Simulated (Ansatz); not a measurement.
What does this script print? It uses Ansatz's Python interface.

The script, `adiabatic_ch5ssb.py`:
```python
# -*- coding: utf-8 -*-
"""Vertical and adiabatic ionisation of CH5SSb."""

import ansatz
import numpy as np

GEOMETRY = """
C    -0.65230    1.04020   -0.43110
S    -0.89260   -0.11000    0.91370
Sb    0.64020   -1.71550   -0.10150
H    -0.94290    0.63140   -1.40350
H     0.35970    1.40350   -0.53310
H    -1.33880    1.98580   -0.24300
H     2.08060   -0.70170    0.32410
H     0.83840   -2.59080    1.41880
"""


def main():
    geometry = ansatz.Crystal.molecule()
    for line in GEOMETRY.strip().splitlines():
        symbol, *xyz = line.split()
        geometry = geometry.atom(symbol, [float(v) for v in xyz])

    model = geometry.calculation().basis(gaussian="def2-SVP").functional("pbe0")
    symbols = [site.symbol for site in geometry.cartesian_sites]
    start = np.array([site.position_ang for site in geometry.cartesian_sites], dtype=float)
    summary = model.relax(force_tolerance=0.01, max_steps=100).run().report
    end = np.array(summary["positions_ang"])

    minimum = ansatz.Crystal.molecule()
    for symbol, place in zip(symbols, end):
        minimum = minimum.atom(symbol, place.tolist())
    ion = (
        minimum.calculation()
        .basis(gaussian="def2-SVP")
        .functional("pbe0")
        .charge(1)
        .spin("collinear", total=1)
    )
    vertical = ion.run().report
    settled = ion.relax(force_tolerance=0.01, max_steps=80).run().report
    print(f"vertical ionisation energy   {vertical['free_energy_ev'] - summary['free_energy_ev']:.3f} eV")
    print(f"adiabatic, no zero point     {settled['free_energy_ev'] - summary['free_energy_ev']:.3f} eV")
    print(f"relaxation energy of the ion {vertical['free_energy_ev'] - settled['free_energy_ev']:.3f} eV")
    ionised = np.array(settled["positions_ang"])
    print("final positions (A) and the move of each atom")
    for symbol, xyz, old in zip(symbols, ionised, end):
        print(f"{symbol:2s} {xyz[0]:10.5f} {xyz[1]:10.5f} {xyz[2]:10.5f}   {np.linalg.norm(xyz - old):7.4f}")


if __name__ == "__main__":
    main()
```

```console
$ python adiabatic_ch5ssb.py
vertical ionisation energy   8.698 eV
adiabatic, no zero point     8.358 eV
relaxation energy of the ion 0.340 eV
final positions (A) and the move of each atom
C    -0.69995    1.13197   -0.44971    0.1305
S    -0.95946   -0.33835    0.54813    0.9775
Sb    0.87574   -1.88105   -0.02353    0.4675
H    -1.09505    0.93744   -1.46194    0.5566
H     0.35564    1.43017   -0.50012    0.6532
H    -1.30889    1.92396    0.01187    0.2369
H     2.09198   -0.71512    0.27273    1.0431
H     0.83228   -2.54610    1.54697    0.7813
```

Reading the output:
- The energies are electronic: no zero-point or thermal terms, and the basis set is short of its limit. The product may relax into another structure. The relaxation finds the nearest minimum, so the adiabatic value is an upper bound.
- def2 sets replace the cores of elements past krypton by effective core potentials.
- Run time: 3.7 min on 1 thread of Arm Neoverse V1, on a shared host, peak memory 0.32 GiB.
